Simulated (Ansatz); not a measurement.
# Ag2Pb: the cost of one run

Program: Ansatz 0.2.0. Level of theory: reference: DFT PBE, plane waves, PAW, scalar-relativistic, no spin polarisation. These are calculated values, not measurements.

## (1) The structure to begin with

It takes space group P6/mmm (No. 191, hexagonal). Conventional cell: a = 4.647 Å, b = 4.647 Å, c = 4.071 Å, α = 90.00°, β = 90.00°, γ = 120.00°. Ag (site symmetry -6m2) has 3 Ag at 2.68 Å as nearest neighbours. Around Pb (site symmetry 6/mmm) lie 12 Ag at 3.37 Å.

As a file:

```xyz
3
Lattice="4.6474 0.0000 0.0000 -2.3237 4.0247 0.0000 0.0000 0.0000 4.0710" Properties=species:S:1:pos:R:3 pbc="T T T"
Ag   -0.0002    2.6833    2.0355
Ag    2.3234    1.3414    2.0355
Pb    0.0000    0.0000    0.0000
```

## (2) Reference

input.yaml reads:

```yaml
crystal:
  lattice:
    - [4.647359, 0.0, 0.0]
    - [-2.32368, 4.024735, 0.0]
    - [0.0, 0.0, 4.070984]
  atoms:
    - { symbol: Ag, position: [0.3333, 0.6667, 0.5] }
    - { symbol: Ag, position: [0.6666, 0.3333, 0.5] }
    - { symbol: Pb, position: [0.0, 0.0, 0.0] }
  symmetry: { tolerance: 0.0003 }
kpoints:
  mp_grid: { grid: [5, 5, 5], shift: [0, 0, 0] }
magnetization:
  spin_polarized: false
scf:
  occupations: { method: fermi_dirac }
hamiltonian:
  pseudopotentials: { kind: paw }
  xc: pbe
basis:
  ecutwfc: 420
output:
  forces: true
  stress: true
  eigenvalues: true
```

Run with:

```
$ ansatz run input.yaml --threads 1 --pin off --max-ram 2560MiB --backend cpu --events-out ev --progress --plain --runs-dir out
```

Q: Estimate wall time and peak memory on 1 thread of Intel Xeon Platinum 8488C (Sapphire Rapids), shared host.

About 1.4 s, with a peak of 0.4 GiB.
